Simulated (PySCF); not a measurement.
# RuCl₃: structure of the quartet

Where does quartet RuCl₃ go from a T-shaped start, is the end point a minimum, and what are its modes, charges and moments?

Program: PySCF 2.14.0. Level of theory: PBE, basis Ru def2-SVP with ECP28, Cl def2-SVP, scalar-relativistic core potentials, no spin–orbit coupling, density fitting. These are calculated values, not measurements.

**1. Starting geometry**

4 atoms, charge 0, spin multiplicity 4.

Bond lengths: Ru1–Cl2 2.240 Å, Ru1–Cl3 2.240 Å, Ru1–Cl4 2.240 Å. Angles: Cl2–Ru1–Cl3 88.0°, Cl2–Ru1–Cl4 88.0°, Cl3–Ru1–Cl4 176.0°.

Z-matrix (Å, degrees; charge 0 multiplicity 4):
```
Ru
Cl 1 2.2400
Cl 1 2.2400 2 88.00
Cl 1 2.2400 2 88.00 3 180.00
```

**2. Relaxation: T-shaped start, quartet**

The steps below are one call of a driver around PySCF. For each, scf.py gives the equivalent set-up of the SCF; relaxations use the driver's own optimiser. Before each start the driver seeks the lowest SCF state from one or more starting densities and follows internal instabilities, so scf.py alone need not reach the same state.

The program finds C2v symmetry in the start, which this walk keeps. Threshold on the gradient: 0.0003 Eh/bohr, with a further test on the energy change.

The input, scf.py:

```python
from pyscf import gto, scf, dft
mol = gto.M(atom='''
Ru     0.000000     0.000000    -0.405198
Cl     0.000000     0.000000     1.834802
Cl     2.238600    -0.000000    -0.326998
Cl    -2.238600     0.000000    -0.326998''',
    basis={'Ru': 'def2-SVP', 'Cl': 'def2-SVP'},
    ecp={'Ru': 'def2-SVP'},
    charge=0, spin=3)
mf = dft.UKS(mol, xc='PBE')
mf.grids.atom_grid = (50, 194)
aux = {'Ru': 'def2-universal-JKFIT', 'Cl': 'def2-universal-JKFIT'}
mf = mf.density_fit(auxbasis=aux)
mf.kernel()
```

The optimiser's trace:

```csv
step,energy (Eh),change (kJ/mol),largest symmetric gradient (Eh/bohr)
0,-1474.580664,0.00,0.02811
1,-1474.587154,-17.04,0.02065
2,-1474.594533,-36.41,0.01012
3,-1474.595955,-40.15,0.00746
4,-1474.596838,-42.46,0.00210
5,-1474.596905,-42.64,0.00067
6,-1474.596908,-42.65,0.00023
7,-1474.596908,-42.65,0.00004
```

The walk ran for 15 s (4 threads, shared host).

Positions (Å) and forces (eV/Å) along the way:

```
step 0
Ru   0.000   0.000  -0.405   0.000   0.000   1.446
Cl   0.000   0.000   1.835   0.000   0.000  -0.045
Cl   2.239   0.000  -0.327   0.232   0.000  -0.700
Cl  -2.239   0.000  -0.327  -0.232   0.000  -0.700
step 1
Ru   0.000   0.000  -0.330  -0.002   0.000   1.062
Cl   0.000   0.000   1.888   0.000   0.000   0.017
Cl   2.245   0.000  -0.391   0.041   0.000  -0.539
Cl  -2.245   0.000  -0.391  -0.040   0.000  -0.539
step 4
Ru   0.000   0.000  -0.090  -0.002   0.000   0.108
Cl   0.000   0.000   2.113   0.000   0.000  -0.049
Cl   2.175   0.000  -0.624  -0.041   0.000  -0.030
Cl  -2.175   0.000  -0.624   0.042   0.000  -0.029
step 7
Ru   0.000   0.000  -0.067  -0.002   0.000   0.002
Cl   0.000   0.000   2.133   0.000   0.000  -0.002
Cl   2.161   0.000  -0.645   0.001   0.000   0.000
Cl  -2.161   0.000  -0.645   0.001   0.000   0.001
```

After 7 steps and 42.6 kJ/mol it ends at C2v: Ru–Cl 2.199 Å, Ru–Cl 2.237 Å (×2); Cl–Ru–Cl 105.0° (×2), Cl–Ru–Cl 150.0°.

**3. Frequencies**

The point is checked on the finer grid, and tightened if its gradient asks for it. The Hessian and the dipole derivatives come from central differences of analytic gradients, with steps of 0.01 bohr.

Edit scf.py of step 2 so:

```diff
@@ -3,4 +3,4 @@
-Ru     0.000000     0.000000    -0.405198
-Cl     0.000000     0.000000     1.834802
-Cl     2.238600    -0.000000    -0.326998
-Cl    -2.238600     0.000000    -0.326998''',
+Ru    -0.000000     0.000000    -0.176777
+Cl    -0.000000    -0.000000     2.022335
+Cl     2.161239    -0.000000    -0.754157
+Cl    -2.161239     0.000000    -0.754157''',
@@ -11 +11 @@
-mf.grids.atom_grid = (50, 194)
+mf.grids.atom_grid = (75, 302)
```

The driver hands on the density of the step before, so the log starts near convergence.

Log of the central SCF (cycles and frontier levels):

```text
init E= -1474.59687858762
[... the frontier-level lines of each cycle are left out ...]
cycle= 1 E= -1474.5968785873  delta_E= 3.2e-10  |g|= 2.62e-05  |ddm|= 4.48e-05
cycle= 2 E= -1474.5968785794  delta_E= 7.9e-09  |g|= 0.000123  |ddm|= 0.000141
cycle= 3 E= -1474.59687858757  delta_E= -8.17e-09  |g|= 1.3e-05  |ddm|= 0.000113
cycle= 4 E= -1474.59687858767  delta_E= -9.46e-11  |g|= 3.81e-06  |ddm|= 2.15e-05
Extra cycle  E= -1474.59687858759  delta_E= 7.39e-11  |g|= 1.11e-05  |ddm|= 2.04e-05
converged SCF energy = -1474.59687858759  <S^2> = 3.7611969  2S+1 = 4.0055945
```

The whole step took 36 s.

Geometry: C2v; Ru–Cl 2.199 Å, Ru–Cl 2.237 Å (×2); Cl–Ru–Cl 105.0° (×2), Cl–Ru–Cl 150.1°.

Modes, for the most abundant isotopes:

| symmetry | ω (cm⁻¹) | IR (km/mol) | type |
| --- | --- | --- | --- |
| b2 | 82 | 0.0 | bend |
| b1 | 89 | 0.7 | bend |
| a1 | 101 | 0.3 | bend |
| a1 | 356 | 0.1 | stretch |
| a1 | 407 | 27.3 | stretch |
| b2 | 418 | 78.9 | stretch |

No imaginary mode, so this is a minimum.

Properties at this point:

```
Dipole moment                                                   : 0.45 D
Highest occupied level                                          : -5.98 eV
Lowest empty level                                              : -5.40 eV
Rotational constants                                            : 0.09064, 0.0516, 0.03288 cm⁻¹
Zero-point energy                                               : 8.7 kJ/mol
Principal polarisabilities                                      : 42.5, 72.8, 99.2 bohr³
Atomisation energy without zero-point energy                    : 1084 kJ/mol
Principal traceless quadrupole moments about the centre of mass : -2.82, -0.33, 3.15 D Å
Entropy at 298.15 K and 1 bar (electronic part: spin only)      : 359.7 J/(mol K)
Heat capacity Cp at 298.15 K                                    : 76.4 J/(mol K)
Enthalpy at 298.15 K above 0 K                                  : 18.34 kJ/mol
Rotational symmetry number                                      : 2
Spin squared ⟨S²⟩                                               : 3.761
```

Charges (e) and bond orders:

```
 atom  Mulliken  Löwdin  polar tensor  spin (Mulliken)  Mayer order to Ru1
  Ru1      0.25   -0.71          1.01             2.29                   –
  Cl2     -0.04    0.29         -0.28             0.23                1.37
Cl3,4     -0.10    0.21         -0.36             0.24                1.27
```

Outer orbital energies (eV). α occupied: -9.25, -8.77, -8.68, -8.22, -7.14, -6.77, -6.73, -6.44; empty: -5.32, -0.84, -0.22, 0.92. β occupied: -9.88, -9.08, -8.87, -8.87, -8.53, -8.33, -8.00, -5.98; empty: -5.40, -5.17, -5.13, -4.64.

Mulliken populations on Ru1 (outside its core potential): s 2.54, p 6.50, d 6.69, f 0.01.

**4. Summary of results**

| quantity | value |
| --- | --- |
| minimum | quartet, C2v |
| geometry | Ru–Cl 2.199 Å, Ru–Cl 2.237 Å (×2); Cl–Ru–Cl 105.0° (×2), Cl–Ru–Cl 150.1° |
| wavenumbers (cm⁻¹) | 82 (b2), 89 (b1), 101 (a1), 356 (a1), 407 (a1), 418 (b2) |
| dipole moment | 0.45 D |
| highest occupied, lowest empty level (either spin) | -5.98, -5.40 eV |
| polar-tensor charge of Ru1 | +1.01 e |
| zero-point energy | 8.7 kJ/mol |
| entropy at 298.15 K | 359.7 J/(mol K) |
| atomisation energy (no zero-point energy) | 1084 kJ/mol |
| ⟨S²⟩ | 3.761 |

**Reading.** The T-shaped start keeps its C2v symmetry and ends in a minimum. The strongest infrared band lies at 418 cm⁻¹ (b2, stretch). Most of the spin sits on Ru1 (Mulliken spin 2.29, against 3 for the whole molecule). Other starts or spin states, not run here, may lie lower. The soft modes, below some 90 cm⁻¹, carry numerical noise of tens of cm⁻¹, and the entropy with them. One determinant may miss the lowest occupation of an open d or f shell.

The search up to here took 67 s.
